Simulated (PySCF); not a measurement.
**[HfBr2]2+: a change of charge**

Aim: at the relaxed geometry of [HfBr2]2+, try a change of charge. The species was built from a template and needn't be a known compound.

Program: PySCF 2.14.0. Level of theory: PBE0, Hf def2-SVP with ECP60, Br def2-SVP; scalar-relativistic core potentials, no spin–orbit coupling. These are calculated values, not measurements.

1 further run of the same task is left out (for a known fault of the program).

### 1 Where the work starts

3 atoms, charge 2, spin multiplicity 1.

Bond lengths: Hf1–Br2 2.346 Å, Hf1–Br3 2.346 Å. Angles: Br2–Hf1–Br3 103.1°.

As a file:

```
Hf    0.00000    0.00000   -0.76791
Br    1.83800    0.00000    0.69073
Br   -1.83800    0.00000    0.69073
```

Formal oxidation states: Hf +4. An earlier session relaxed this geometry at PBE0, Hf def2-SVP with ECP60, Br def2-SVP (singlet, point group C2v).

Its energy there is -5194.408617 Eh.

### 2 One electron removed, multiplicity 2

Contents of run.py (the lines that set the calculation):

```python
mol = gto.M(atom='''
Hf     0.00000     0.00000    -0.76791
Br     1.83800     0.00000     0.69073
Br    -1.83800     0.00000     0.69073''',
    basis={'Hf': 'def2-SVP', 'Br': 'def2-SVP'},
    ecp={'Hf': 'def2-SVP'},
    charge=3, spin=1)
mf = dft.UKS(mol, xc='PBE0')
mf.grids.atom_grid = (50, 194)
mf = mf.density_fit()  # fitting sets: Hf def2-universal-JKFIT, Br def2-universal-JKFIT
mf.conv_tol = 1e-08; mf.max_cycle = 55
mf.kernel(dm0)  # dm0: the density of the relaxed state
```

Launch:

```console
OMP_NUM_THREADS=2 python run.py
```

The program printed:

```text
init E= -5194.42026186305
  HOMO = -0.711400650906  LUMO = -0.704523946309  gap/eV = 0.18712
cycle= 1 E= -5193.59728677161  delta_E= 0.823  |g|= 0.182  |ddm|= 0.827
  HOMO = -1.00193671473  LUMO = -0.915297127665  gap/eV = 2.35758
cycle= 2 E= -5193.59212348384  delta_E= 0.00516  |g|= 0.23  |ddm|= 0.567
  HOMO = -0.977397789966  LUMO = -0.880963696352  gap/eV = 2.62411
cycle= 3 E= -5193.61440699143  delta_E= -0.0223  |g|= 0.0934  |ddm|= 0.366
  HOMO = -0.968601123433  LUMO = -0.873450402144  gap/eV = 2.58918
cycle= 4 E= -5193.62007629347  delta_E= -0.00567  |g|= 0.0217  |ddm|= 0.138
  HOMO = -0.967335724249  LUMO = -0.869296105053  gap/eV = 2.66779
cycle= 5 E= -5193.62050093968  delta_E= -0.000425  |g|= 0.00628  |ddm|= 0.0378
  HOMO = -0.967307642412  LUMO = -0.868229725168  gap/eV = 2.69605
cycle= 6 E= -5193.62057980589  delta_E= -7.89e-05  |g|= 0.00158  |ddm|= 0.0209
  HOMO = -0.967411029445  LUMO = -0.867868877824  gap/eV = 2.70868
cycle= 7 E= -5193.62058889845  delta_E= -9.09e-06  |g|= 0.000764  |ddm|= 0.0079
  HOMO = -0.967326153371  LUMO = -0.867725734694  gap/eV = 2.71027
cycle= 8 E= -5193.62059049157  delta_E= -1.59e-06  |g|= 0.000265  |ddm|= 0.00354
  HOMO = -0.967287887092  LUMO = -0.867716965424  gap/eV = 2.70946
cycle= 9 E= -5193.62059070564  delta_E= -2.14e-07  |g|= 9.89e-05  |ddm|= 0.00124
  HOMO = -0.967265309449  LUMO = -0.867718965285  gap/eV = 2.70879
cycle= 10 E= -5193.62059074007  delta_E= -3.44e-08  |g|= 2.13e-05  |ddm|= 0.00058
  HOMO = -0.967260908271  LUMO = -0.867720394952  gap/eV = 2.70864
cycle= 11 E= -5193.62059074155  delta_E= -1.48e-09  |g|= 3.16e-06  |ddm|= 0.000128
  HOMO = -0.967260759931  LUMO = -0.867720359021  gap/eV = 2.70863
Extra cycle  E= -5193.62059074155  delta_E= 3.64e-12  |g|= 3.64e-06  |ddm|= 1.12e-05
converged SCF energy = -5193.62059074155  <S^2> = 0.78487511  2S+1 = 2.0345762
```

Run time: 3.6 s. Hardware: 2 threads of Arm Neoverse N1, shared host.

Result: E = -5193.620591 Eh (+21.443 eV from the relaxed state), HOMO -26.32 eV, LUMO -23.61 eV (over both spins), ⟨S²⟩ = 0.785, Mulliken charge on Hf1 +1.76 e. 

### 3 One electron added, multiplicity 2

Changes to run.py (the lines that set the calculation) since step 2:

```diff
@@ -6,3 +6,3 @@
     ecp={'Hf': 'def2-SVP'},
-    charge=3, spin=1)
+    charge=1, spin=1)
 mf = dft.UKS(mol, xc='PBE0')
```

Launch:

```console
OMP_NUM_THREADS=2 python run.py
```

The program printed:

```text
init E= -5194.41969389467
  HOMO = -0.552696354729  LUMO = -0.550147985869  gap/eV = 0.06934
cycle= 1 E= -5194.84304253046  delta_E= -0.423  |g|= 0.271  |ddm|=  1.2
  HOMO = -0.320481808645  LUMO = -0.224146571175  gap/eV = 2.62142
cycle= 2 E= -5194.75701777036  delta_E= 0.086  |g|= 0.433  |ddm|= 1.05
  HOMO = -0.40984290111  LUMO = -0.290525226782  gap/eV = 3.24680
cycle= 3 E= -5194.89830107029  delta_E= -0.141  |g|= 0.0475  |ddm|= 0.672
  HOMO = -0.419656981413  LUMO = -0.29690170398  gap/eV = 3.34034
cycle= 4 E= -5194.89899589857  delta_E= -0.000695  |g|= 0.0141  |ddm|= 0.0684
  HOMO = -0.42103740243  LUMO = -0.296694493383  gap/eV = 3.38354
cycle= 5 E= -5194.89905175455  delta_E= -5.59e-05  |g|= 0.00277  |ddm|= 0.0183
  HOMO = -0.421192535085  LUMO = -0.296286867657  gap/eV = 3.39886
cycle= 6 E= -5194.89906152634  delta_E= -9.77e-06  |g|= 0.001  |ddm|= 0.00761
  HOMO = -0.421269434268  LUMO = -0.296173077901  gap/eV = 3.40405
cycle= 7 E= -5194.89906412567  delta_E= -2.6e-06  |g|= 0.000528  |ddm|= 0.00485
  HOMO = -0.421303943603  LUMO = -0.296105867734  gap/eV = 3.40681
cycle= 8 E= -5194.89906495151  delta_E= -8.26e-07  |g|= 0.000147  |ddm|= 0.00311
  HOMO = -0.421321552092  LUMO = -0.296103448015  gap/eV = 3.40736
cycle= 9 E= -5194.89906512553  delta_E= -1.74e-07  |g|= 7.05e-05  |ddm|= 0.00189
  HOMO = -0.421323917774  LUMO = -0.29610131979  gap/eV = 3.40748
cycle= 10 E= -5194.89906515553  delta_E= -3e-08  |g|= 3.61e-05  |ddm|= 0.00073
  HOMO = -0.421329778456  LUMO = -0.296104326358  gap/eV = 3.40756
cycle= 11 E= -5194.8990651697  delta_E= -1.42e-08  |g|= 1.67e-05  |ddm|= 0.000799
  HOMO = -0.421334127695  LUMO = -0.296107528065  gap/eV = 3.40759
cycle= 12 E= -5194.89906517066  delta_E= -9.55e-10  |g|= 2.45e-06  |ddm|= 0.000203
  HOMO = -0.421334223588  LUMO = -0.2961074663  gap/eV = 3.40759
Extra cycle  E= -5194.89906517068  delta_E= -2.46e-11  |g|= 2.11e-06  |ddm|= 1.29e-05
converged SCF energy = -5194.89906517068  <S^2> = 0.7538084  2S+1 = 2.0038048
```

Wall time 5.2 s (2 threads of Arm Neoverse N1, shared host).

It gives: E = -5194.899065 Eh (-13.346 eV from the relaxed state), HOMO -11.47 eV, LUMO -8.13 eV (over both spins), ⟨S²⟩ = 0.754, Mulliken charge on Hf1 +1.00 e. 

### 4 The states side by side

| state | energy from the relaxed state (eV) | ⟨S²⟩ | time |
| --- | --- | --- | --- |
| charge +2, singlet, vacuum (relaxed) | 0 | 0.00 |  |
| charge +1, doublet, vacuum | -13.35 | 0.75 | 5.2 s |
| charge +3, doublet, vacuum | 21.44 | 0.78 | 3.6 s |

An electron taken off or put on is at rest in vacuum. 

Removing an electron vertically costs 21.44 eV (doublet), against −HOMO = 19.26 eV. Adding an electron vertically releases 13.35 eV (doublet). The bases are small and lack diffuse functions. Spin–orbit coupling is left out.
